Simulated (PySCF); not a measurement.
# CoO₂⁺: structure of the triplet

Where does triplet CoO₂⁺ go from a linear start, is the end point a minimum, and what are its modes, charges and moments?

The runs use PySCF 2.14.0; PBE0, basis Co def2-TZVP, O def2-TZVP, no relativity, density fitting.

### Step 1. Where the work starts

3 atoms, charge 1, spin multiplicity 3.

Bond lengths: Co1–O2 1.568 Å, Co1–O3 1.568 Å. Angles: O2–Co1–O3 180.0°.

Z-matrix (Å, degrees; charge 1 multiplicity 3):
```
Co
O  1 1.5680
O  1 1.5680 2 180.00
```

### Step 2. First SCF at the start

One driver script runs all steps and calls PySCF; scf.py shows how it sets up the SCF of each step. The optimiser is the driver's own. After this first run the driver tries any further starts and a stability analysis.

The input, scf.py:

```python
from pyscf import gto, scf, dft
mol = gto.M(atom='''
Co     0.000000     0.000000     0.000000
O      0.000000     0.000000     1.568000
O      0.000000     0.000000    -1.568000''',
    basis={'Co': 'def2-TZVP', 'O': 'def2-TZVP'},
    charge=1, spin=2)
mf = dft.UKS(mol, xc='PBE0')
mf.grids.atom_grid = (50, 194)
aux = {'Co': 'def2-universal-JKFIT', 'O': 'def2-universal-JKFIT'}
mf = mf.density_fit(auxbasis=aux)
mf.conv_tol = 1e-08
mf.diis_space = 10
mf.max_cycle = 60
mf.init_guess = 'minao'
mf.verbose = 4
mf.kernel()
```

Run with:

```console
$ OMP_NUM_THREADS=4 python axn.py task.json out
```

The program printed:

```text
init E= -1531.95542198218
[... the frontier-level lines of each cycle are left out ...]
cycle= 1 E= -1515.73240343359  delta_E= 16.2  |g|= 5.71  |ddm|= 20.9
cycle= 2 E= -1473.30342390665  delta_E= 42.4  |g|= 12.9  |ddm|= 22.4
cycle= 3 E= -1514.03580182949  delta_E= -40.7  |g|= 8.72  |ddm|=  7.1
cycle= 4 E= -1517.52199972437  delta_E= -3.49  |g|= 7.74  |ddm|= 1.01
cycle= 5 E= -1525.26952731121  delta_E= -7.75  |g|= 5.45  |ddm|= 3.55
cycle= 6 E= -1526.04576570336  delta_E= -0.776  |g|= 4.95  |ddm|= 0.589
cycle= 7 E= -1528.47503981912  delta_E= -2.43  |g|= 4.03  |ddm|= 0.865
cycle= 8 E= -1528.54728329309  delta_E= -0.0722  |g|=    4  |ddm|= 0.0565
cycle= 9 E= -1528.91549012294  delta_E= -0.368  |g|= 3.81  |ddm|= 0.0825
cycle= 10 E= -1531.59122412171  delta_E= -2.68  |g|= 1.81  |ddm|= 1.25
cycle= 11 E= -1528.36481209213  delta_E= 3.23  |g|= 3.12  |ddm|= 1.38
cycle= 12 E= -1529.58793012906  delta_E= -1.22  |g|= 3.12  |ddm|= 1.68
cycle= 13 E= -1532.0861108466  delta_E= -2.5  |g|= 0.996  |ddm|= 1.18
cycle= 14 E= -1532.26853172441  delta_E= -0.182  |g|= 0.44  |ddm|= 0.231
cycle= 15 E= -1532.28654961479  delta_E= -0.018  |g|= 0.366  |ddm|= 0.102
cycle= 16 E= -1532.32417174762  delta_E= -0.0376  |g|= 0.117  |ddm|= 0.155
cycle= 17 E= -1532.32890449375  delta_E= -0.00473  |g|= 0.0114  |ddm|= 0.0668
cycle= 18 E= -1532.32933852159  delta_E= -0.000434  |g|= 0.0123  |ddm|= 0.0237
cycle= 19 E= -1532.32986995392  delta_E= -0.000531  |g|= 0.00801  |ddm|= 0.0372
cycle= 20 E= -1532.33015205781  delta_E= -0.000282  |g|= 0.0051  |ddm|= 0.0352
cycle= 21 E= -1532.33022291731  delta_E= -7.09e-05  |g|= 0.0018  |ddm|= 0.0174
cycle= 22 E= -1532.33023676507  delta_E= -1.38e-05  |g|= 0.000827  |ddm|= 0.00891
cycle= 23 E= -1532.33023831659  delta_E= -1.55e-06  |g|= 0.000582  |ddm|= 0.00282
cycle= 24 E= -1532.33023888492  delta_E= -5.68e-07  |g|= 0.000253  |ddm|= 0.00131
cycle= 25 E= -1532.33023928518  delta_E= -4e-07  |g|= 0.000118  |ddm|= 0.00166
cycle= 26 E= -1532.33023942326  delta_E= -1.38e-07  |g|= 0.000109  |ddm|= 0.00129
cycle= 27 E= -1532.33023944039  delta_E= -1.71e-08  |g|= 6.41e-05  |ddm|= 0.000189
cycle= 28 E= -1532.33023946549  delta_E= -2.51e-08  |g|= 4.64e-05  |ddm|= 0.000309
cycle= 29 E= -1532.33023948753  delta_E= -2.2e-08  |g|= 5.9e-05  |ddm|= 0.000353
cycle= 30 E= -1532.33023951457  delta_E= -2.7e-08  |g|= 1.43e-05  |ddm|= 0.000738
cycle= 31 E= -1532.330239517  delta_E= -2.43e-09  |g|= 1.15e-05  |ddm|= 0.000216
Extra cycle  E= -1532.33023951658  delta_E= 4.21e-10  |g|= 4.4e-05  |ddm|= 2.69e-05
converged SCF energy = -1532.33023951658  <S^2> = 2.4633585  2S+1 = 3.2944551
```

This step, with its further starts and checks, took 17 s on 4 threads of Arm Neoverse V2, shared host.

The starts that the driver tried:

```tsv
start	energy (Eh)
the minimal-basis guess	-1532.330240
a thermally smeared density	-1532.327966
a smeared PBE density	-1532.346565
```

This is not the lowest solution: one lies 118.6 kJ/mol lower, at -1532.37542 Eh, and the relaxation starts from that.

### Step 3. Linear start, triplet: relaxation

The program finds D∞h symmetry in the start, which this walk keeps.

scf.py, as its differences from that of step 2:

```diff
@@ -15 +14,0 @@
-mf.init_guess = 'minao'
```

Steps of the walk:

```tsv
step	energy (Eh)	change (kJ/mol)	largest symmetric gradient (Eh/bohr)
0	-1532.375419	0.00	0.08179
1	-1532.392921	-45.95	0.02477
2	-1532.395316	-52.24	0.00825
3	-1532.395666	-53.16	0.00139
4	-1532.395675	-53.18	0.00011
5	-1532.395675	-53.18	0.00004
```

The walk took 8.9 s.

End point (D∞h, 5 steps, 53.2 kJ/mol gained): Co–O 1.722 Å (×2); O–Co–O 180.0°. A gradient of 0.0448 Eh/bohr that breaks the symmetry is left: this electronic state wants a lower symmetry.

### Step 4. Releasing the symmetry

The geometry is nudged along the force that breaks the symmetry.

The program finds C∞v symmetry in the start, which may break. Threshold on the gradient: 0.0003 Eh/bohr, with a further test on the energy change.

scf.py, as its differences from that of step 3:

```diff
@@ -3,3 +3,3 @@
-Co     0.000000     0.000000     0.000000
-O      0.000000     0.000000     1.568000
-O      0.000000     0.000000    -1.568000''',
+Co     0.000000     0.000000     0.035183
+O      0.000000     0.000000     1.657270
+O     -0.000000    -0.000000    -1.786903''',
```

The optimiser's trace:

```tsv
step	energy (Eh)	change (kJ/mol)	largest gradient (Eh/bohr)
0	-1532.400178	0.00	0.00538
1	-1532.400294	-0.30	0.00301
2	-1532.400342	-0.43	0.00200
3	-1532.400349	-0.45	0.00128
4	-1532.400352	-0.46	0.00026
```

The walk took 7.1 s.

Geometry (Å) and forces (eV/Å) at some steps:

```
step 0
Co   0.000   0.000   0.035   0.000   0.000  -0.029
O    0.000   0.000   1.657   0.000   0.000   0.277
O    0.000   0.000  -1.787   0.000   0.000  -0.248
step 1
Co   0.000   0.000   0.036   0.000   0.000   0.070
O    0.000   0.000   1.665   0.000   0.000   0.084
O    0.000   0.000  -1.795   0.000   0.000  -0.155
step 2
Co   0.000   0.000   0.038   0.000   0.000   0.103
O    0.000   0.000   1.672   0.000   0.000  -0.051
O    0.000   0.000  -1.805   0.000   0.000  -0.052
step 3
Co   0.000   0.000   0.040   0.000   0.000   0.066
O    0.000   0.000   1.673   0.000   0.000  -0.045
O    0.000   0.000  -1.808   0.000   0.000  -0.020
step 4
Co   0.000   0.000   0.042   0.000   0.000   0.013
O    0.000   0.000   1.673   0.000   0.000  -0.014
O    0.000   0.000  -1.810   0.000   0.000   0.001
```

After 4 steps and 0.5 kJ/mol it ends at C∞v: Co–O 1.632 Å, Co–O 1.851 Å; O–Co–O 180.0°.

### Step 5. Frequencies

The point is checked on the finer grid, and tightened if its gradient asks for it. The Hessian and the dipole derivatives come from central differences of analytic gradients, with steps of 0.02 bohr.

scf.py, as its differences from that of step 4:

```diff
@@ -3,3 +3,3 @@
-Co     0.000000     0.000000     0.035183
-O      0.000000     0.000000     1.657270
-O     -0.000000    -0.000000    -1.786903''',
+Co     0.000000     0.000000     0.039022
+O      0.000000     0.000000     1.669959
+O     -0.000000    -0.000000    -1.812633''',
@@ -9 +9 @@
-mf.grids.atom_grid = (50, 194)
+mf.grids.atom_grid = (75, 302)
@@ -12 +12 @@
-mf.conv_tol = 1e-08
+mf.conv_tol = 1e-10
```

This SCF starts from the last density.

Log of the central SCF (cycles and frontier levels):

```text
init E= -1532.40023578154
[... the frontier-level lines of each cycle are left out ...]
cycle= 1 E= -1532.40023578152  delta_E= 2.41e-11  |g|= 1.24e-05  |ddm|= 4.74e-06
cycle= 2 E= -1532.40023578037  delta_E= 1.15e-09  |g|= 6.99e-05  |ddm|= 2.52e-05
cycle= 3 E= -1532.40023578155  delta_E= -1.18e-09  |g|= 2.02e-06  |ddm|= 2.09e-05
cycle= 4 E= -1532.40023578155  delta_E= -4.77e-12  |g|= 1.8e-07  |ddm|= 1.19e-06
Extra cycle  E= -1532.40023578156  delta_E= -5.46e-12  |g|= 4.61e-07  |ddm|= 4.68e-07
converged SCF energy = -1532.40023578156  <S^2> = 3.7631148  2S+1 = 4.006552
```

The whole step took 28 s.

Geometry: C∞v; Co–O 1.631 Å, Co–O 1.852 Å; O–Co–O 180.0°.

Harmonic modes (main isotopes):

```
symmetry  ω (cm⁻¹)  IR (km/mol)  μ (u)     type
       π       107         31.0  21.49     bend
      σ+       382         87.7  17.88  stretch
      σ+       707         27.0  18.84  stretch
```

Every mode is real; the point is a minimum.

Properties at this point:

```yaml
Dipole_moment_about_the_centre_of_mass: 2.01 D
Highest_occupied_level: -16.47 eV
Lowest_empty_level: -12.62 eV
Rotational_constants: 0.1733 cm⁻¹
Zero-point_energy: 7.8 kJ/mol
Principal_polarisabilities: 14.4, 14.4, 59.9 bohr³
Principal_traceless_quadrupole_moments_about_the_centre_of_mass: -0.78, 0.39, 0.39 D Å
Entropy_at_298.15_K_and_1_bar_electronic_part_spin_only: 274.9 J/(mol K)
Heat_capacity_Cp_at_298.15_K: 55.1 J/(mol K)
Enthalpy_at_298.15_K_above_0_K: 13.62 kJ/mol
Rotational_symmetry_number: 1
Spin_squared_⟨S²⟩: 3.763
```

Charges (e) and bond orders:

```json
{"atom": "Co1", "Mulliken": "0.97", "Löwdin": "0.71", "polar tensor": "0.54", "spin (Mulliken)": "2.44", "Mayer order to Co1": "–"}
{"atom": "O2", "Mulliken": "-0.13", "Löwdin": "0.05", "polar tensor": "0.02", "spin (Mulliken)": "1.38", "Mayer order to Co1": "1.65"}
{"atom": "O3", "Mulliken": "0.16", "Löwdin": "0.24", "polar tensor": "0.44", "spin (Mulliken)": "-1.82", "Mayer order to Co1": "0.82"}
```

Outer orbital energies (eV). α occupied: -20.33, -20.33, -19.80, -18.56, -18.18, -17.25, -17.25, -16.47; empty: -12.62, -12.62, -6.70, -4.47. β occupied: -32.09, -21.30, -21.30, -20.47, -17.38, -17.12, -16.78, -16.78; empty: -10.95, -10.95, -10.69, -10.34.

Mulliken populations on Co1: s 6.43, p 12.22, d 7.38, f 0.00.

### Step 6. Results

| quantity | value |
| --- | --- |
| minimum | broken-symmetry (Ms = 1), C∞v |
| geometry | Co–O 1.631 Å, Co–O 1.852 Å; O–Co–O 180.0° |
| wavenumbers (cm⁻¹) | 107 (π), 382 (σ+), 707 (σ+) |
| dipole moment (centre of mass) | 2.01 D |
| highest occupied, lowest empty level (either spin) | -16.47, -12.62 eV |
| polar-tensor charge of Co1 | +0.54 e |
| zero-point energy | 7.8 kJ/mol |
| entropy at 298.15 K | 274.9 J/(mol K) |
| ⟨S²⟩ | 3.763 |

In words: From D∞h at the start the molecule goes to a C∞v minimum. The determinant is spin-contaminated (⟨S²⟩ = 3.76 against 2.00), so it is no pure spin state. The strongest infrared band lies at 382 cm⁻¹ (σ+, stretch). The first SCF alone would have been 119 kJ/mol too high. Only this shape and spin were tried, so other structures or states may lie lower. One determinant may miss the lowest occupation of an open d or f shell.

The search up to here took 61 s on 4 threads of Arm Neoverse V2, shared host.
